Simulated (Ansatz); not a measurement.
# ClF2H3W: the cost of one run

All numbers below are computed with Ansatz 0.2.0 (RKS BHLYP/def2-SVP).

### Step 1. The system as given

Bond lengths: W1–F2 1.850 Å, W1–F3 1.850 Å, W1–H4 1.720 Å, W1–H5 1.720 Å, W1–H6 1.720 Å, W1–Cl7 2.390 Å. Angles (14 of 15 angles, heavy atoms first): F2–W1–F3 90.0°, F2–W1–Cl7 180.0°, F3–W1–Cl7 90.0°, F2–W1–H4 90.0°, F2–W1–H5 90.0°, F2–W1–H6 90.0°, F3–W1–H4 90.0°, F3–W1–H5 180.0°, F3–W1–H6 90.0°, H4–W1–Cl7 90.0°, H5–W1–Cl7 90.0°, H6–W1–Cl7 90.0°, H4–W1–H5 90.0°, H4–W1–H6 180.0°.

As a file:

```xyz
7

W     0.0000    0.0000    0.0000
F     0.0000    0.0000    1.8500
F     1.8500    0.0000    0.0000
H     0.0000    1.7200    0.0000
H    -1.7200    0.0000    0.0000
H     0.0000   -1.7200    0.0000
Cl    0.0000    0.0000   -2.3900
```

### Step 2. Relaxing the start

input.yaml reads:

```yaml
crystal:
  periodic: [false, false, false]
  atoms:
    - { symbol: W, position_ang: [0.0, 0.0, 0.0] }
    - { symbol: F, position_ang: [0.0, 0.0, 1.85] }
    - { symbol: F, position_ang: [1.85, 0.0, 0.0] }
    - { symbol: H, position_ang: [0.0, 1.72, 0.0] }
    - { symbol: H, position_ang: [-1.72, 0.0, 0.0] }
    - { symbol: H, position_ang: [0.0, -1.72, 0.0] }
    - { symbol: Cl, position_ang: [0.0, 0.0, -2.39] }
basis:
  gaussian: { orbitals: def2-SVP }
hamiltonian:
  xc: { name: BHLYP }
relax:
  f_tol: 0.02
  max_steps: 40
```

The run is started by

```sh
$ ansatz run input.yaml --threads 1 --pin off --max-ram 2048MiB --backend cpu --events-out ev --progress --plain --runs-dir out
```

Q: Estimate wall time and peak memory on 1 thread of Arm Neoverse V2, shared host.

About 57 s, with a peak of 0.2 GiB.
